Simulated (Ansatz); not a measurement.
# HOTi: the cost of one run

Program: Ansatz 0.2.0, Gaussian basis. Level of theory: def2-TZVPP, core rule «outside noble gas», up to 10 orbitals frozen. These are calculated values, not measurements.

To be run: UHF; ROHF; CCSD(T) on UHF.

2 further runs of the same task are left out: 2 set aside as unsound or not needed.

## (1) The system

The geometry is a PBE0/def2-TZVP stationary point (not a proven minimum) of the parent state, kept for this charge and spin.

3 atoms, charge 1, spin multiplicity 3.

Atoms are counted from 1 here; the program's logs count them from 0.

Bond lengths: Ti1–O2 1.607 Å, Ti1–H3 1.793 Å. Angles: O2–Ti1–H3 119.4°.

Geometry (Å):

```xyz
3

Ti    0.00000   -0.07506    0.37592
O     0.00000    0.13914   -1.21643
H     0.00000    1.35603    1.45618
```

## (2) UHF

in.yaml

```yaml
crystal:
  periodic: [false, false, false]
  atoms:
    - {symbol: Ti, position_ang: [0.000000, -0.075060, 0.375924]}
    - {symbol: O, position_ang: [0.000000, 0.139135, -1.216428]}
    - {symbol: H, position_ang: [0.000000, 1.356032, 1.456176]}
basis:
  gaussian: {orbitals: def2-TZVPP}
total_charge: 1
magnetization: {spin_polarized: true, initial_magnetization: 2}
hamiltonian: {xc: hf}
output: {orbitals: {seedname: orbitals}}
```

The run is started by

```console
> ansatz run in.yaml --threads 1 --pin off --events-out ev --progress --plain --max-ram 4096MiB --backend cpu
```

Q: Estimate wall time and peak memory on 1 thread of AMD EPYC 7R13, shared host.

About 22 s, with a peak of 0.28 GiB.
